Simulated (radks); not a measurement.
# Valence configurations of Ag

NIST gives [Kr] 4d10 5s1 as the ground configuration of Ag. Does this level of theory agree? Several fillings of the valence shells are run.

Method: scalar-relativistic Kohn-Sham, r2SCAN, spin-polarised, spherical densities, finite nucleus; open shells are filled with parallel spins first. Code: radks (a radial shooting solver on a logarithmic mesh, Libxc functionals) version 1.

**1. The atom as given**

* element: silver (Z = 47)
* charge: 0
* electrons: 47
* configuration: [Kr] 4d10 5s1
* nuclear rms radius: 4.5454 fm
* others tried: 4d9.5 5s1 5p0.5; 4d9 5s2; 4d9 5s1 5p1; 4d8 5s1 5p2; 4d10 5p1; 4d9.5 5s1.5; 4d10 5s0.5 5p0.5; 4d9.5 5s0.5 5p1; 4d7.5 5s1.5 5p2

Outer shells as boxes (Hund's rule):

Ag
```
[Kr] core
4d [↑↓][↑↓][↑↓][↑↓][↑↓]
5s [↑ ]
```

**2. [Kr] 4d10 5s1**

Input:

```text
Z 47
configuration [Kr] 4d10 5s1
relativity scalar-relativistic
functional r2scan,r2scan
spin polarised
nucleus finite rms 4.5454 fm
c 137.035999084
```

On the command line:

```
> python run_ks.py task.json out
```

This one command runs every case of the session in turn.

**3. [Kr] 4d9.5 5s1 5p0.5**

Input: that of step 2 with these lines changed.

```diff
@@ -1,3 +1,3 @@
 Z 47
-configuration [Kr] 4d10 5s1
+configuration [Kr] 4d9.5 5s1 5p0.5
 relativity scalar-relativistic
```

**4. [Kr] 4d9 5s2**

Input: that of step 3 with these lines changed.

```diff
@@ -1,3 +1,3 @@
 Z 47
-configuration [Kr] 4d9.5 5s1 5p0.5
+configuration [Kr] 4d9 5s2
 relativity scalar-relativistic
```

**5. [Kr] 4d9 5s1 5p1**

Input: that of step 4 with these lines changed.

```diff
@@ -1,3 +1,3 @@
 Z 47
-configuration [Kr] 4d9 5s2
+configuration [Kr] 4d9 5s1 5p1
 relativity scalar-relativistic
```

**6. [Kr] 4d8 5s1 5p2**

Input: that of step 5 with these lines changed.

```diff
@@ -1,3 +1,3 @@
 Z 47
-configuration [Kr] 4d9 5s1 5p1
+configuration [Kr] 4d8 5s1 5p2
 relativity scalar-relativistic
```

**7. [Kr] 4d10 5p1**

Input: that of step 6 with these lines changed.

```diff
@@ -1,3 +1,3 @@
 Z 47
-configuration [Kr] 4d8 5s1 5p2
+configuration [Kr] 4d10 5p1
 relativity scalar-relativistic
```

**8. [Kr] 4d9.5 5s1.5**

Input: that of step 7 with these lines changed.

```diff
@@ -1,3 +1,3 @@
 Z 47
-configuration [Kr] 4d10 5p1
+configuration [Kr] 4d9.5 5s1.5
 relativity scalar-relativistic
```

**9. [Kr] 4d10 5s0.5 5p0.5**

Input: that of step 8 with these lines changed.

```diff
@@ -1,3 +1,3 @@
 Z 47
-configuration [Kr] 4d9.5 5s1.5
+configuration [Kr] 4d10 5s0.5 5p0.5
 relativity scalar-relativistic
```

**10. [Kr] 4d9.5 5s0.5 5p1**

Input:

```text
Z 47
configuration [Kr] 4d9.5 5s0.5 5p1
relativity scalar-relativistic
functional r2scan,r2scan
spin polarised
nucleus finite rms 4.5454 fm
c 137.035999084
```

**11. [Kr] 4d7.5 5s1.5 5p2**

Input:

```text
Z 47
configuration [Kr] 4d7.5 5s1.5 5p2
relativity scalar-relativistic
functional r2scan,r2scan
spin polarised
nucleus finite rms 4.5454 fm
c 137.035999084
```

Q: Predict the outcome of this session. Wanted: for each run, valence; E − E(NIST configuration); moment; highest level; its energy; 1s shift.

**Answer**, as computed:

```csv
valence,E − E(NIST configuration) (eV),moment (μB),highest level,its energy (eV),1s shift (eV)
4d10 5s1,0.000,1,5s up,-4.961,+0.00
4d10 5s0.5 5p0.5,2.030,1,5p up,-1.393,-1.07
4d9.5 5s1.5,2.123,1,5s down,-4.615,-2.26
4d9.5 5s1 5p0.5,3.696,2,5p up,-1.756,-3.07
4d10 5p1,4.017,1,5p up,-1.862,-2.05
4d9 5s2,4.476,1,5s down,-5.636,-4.59
4d9.5 5s0.5 5p1,5.970,2,5p up,-2.212,-4.00
4d9 5s1 5p1,8.026,3,5p up,-2.564,-6.08
4d8 5s1 5p2,18.653,5,5p up,-3.922,-12.20
4d7.5 5s1.5 5p2,23.651,5,5p up,-4.164,-14.92
```

Theory agrees with NIST among these: the next, 4d10 5s0.5 5p0.5, lies 2.030 eV higher. The energies are those of spherical high-spin densities, not of single terms. The 1s eigenvalue shifts by up to 14.92 eV as the valence charge is rearranged.
